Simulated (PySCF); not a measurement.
# C2H8InN (InH2(NMe2)): the cost of one run

Computed with PySCF 2.14.0 and routines of our own; the level stands in each step. Atoms count from 0.

## Step 1: The system as given

12 atoms, charge 0, multiplicity 1; geometry from: GFN2-xTB.

## Step 2: Optimising the geometry at PBE0-D3(BJ)/def2-SVP

The job: settings as JSON, then the geometry in Å.

```
{"job": {"xc": "PBE0", "basis": "def2-SVP", "d3": "d3bj", "grid": 1, "maxiter": 30, "shake": 0.03, "kind": "geom"}, "charge": 0, "multiplicity": 1}
In     1.062210     1.638230    -0.013780
H      2.141100     1.917670    -1.286170
H      0.409090     2.956320     1.006650
N     -0.046920     0.049290    -0.132090
C     -1.061420    -0.308530     0.917030
C      0.271130    -1.077900    -0.907000
H     -1.981020    -0.650070     0.546750
H     -1.197030     0.629300     1.527810
H     -0.657410    -1.054810     1.669360
H      1.038490    -0.769740    -1.584170
H      0.678990    -1.903630    -0.247770
H     -0.541740    -1.508880    -1.445630
```

Run with:

```console
$ OMP_NUM_THREADS=1 python heavy_run.py task.json out
```

This one command runs all jobs of the session in turn.

**Question.** How long does this first job take on 1 thread of Arm Neoverse V2, shared host, and how much memory does it need?

About 42 s, with a peak of 0.43 GiB.
